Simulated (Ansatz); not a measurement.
The system is SnSe2.

```
CELL_PARAMETERS angstrom
3.81100 0.00000 0.00000
-1.90550 3.30042 0.00000
0.00000 0.00000 6.13600
ATOMIC_POSITIONS crystal
Sn 0.00000 0.00000 0.00000
Se 0.66667 0.33333 0.75100
Se 0.33333 0.66667 0.24900
```

* Program: Ansatz 0.2.0
* Task: relaxation of cell and atoms
* Functional: r2SCAN
* Potentials or basis: Ansatz PAW
* Cutoff: 500 eV (not typed: the program's choice for these potentials)
* k mesh: 8 × 8 × 5
* Occupations: fermi-dirac, width 0.05 eV
* Spin: no spin polarisation

At the start: volume 25.73 Å³/atom.

Task: How do energy, volume and symmetry change on relaxing?

Result: It ends after 7 steps and the volume is 27.77 Å³/atom (+8.0 %); space group P-3m1 (No. 164, to 0.05 Å).

Step by step:
```
step  energy change (eV)  largest force (eV/Å)  volume (Å³)
   1              0.0000                0.5174        77.18
   2             -0.0433                0.0069        80.18
   3             -0.0491                0.0150        81.91
   4             -0.0510                0.0145        82.52
   5             -0.0514                0.0054        83.18
   6             -0.0514                0.0004        83.32
   7             -0.0518                0.0001        83.32
```

Final structure:
```cif
data_structure
_symmetry_space_group_name_H-M 'P 1'
_symmetry_Int_Tables_number 1
_cell_length_a 3.8409
_cell_length_b 3.8409
_cell_length_c 6.5217
_cell_angle_alpha 90.000
_cell_angle_beta 90.000
_cell_angle_gamma 120.000
_cell_volume 83.32
loop_
_atom_site_label
_atom_site_type_symbol
_atom_site_fract_x
_atom_site_fract_y
_atom_site_fract_z
_atom_site_occupancy
Sn1 Sn 0.00000 0.00000 0.00000 1
Se1 Se 0.66667 0.33333 0.75871 1
Se2 Se 0.33333 0.66667 0.24129 1
```

Caveat: the plane-wave basis is chosen anew once the cell has moved, so the energies of steps on either side of that aren't comparable; the PAW data sets come from PBE, with cores solved anew for the run's functional, which leaves a small shift of forces and pressure.
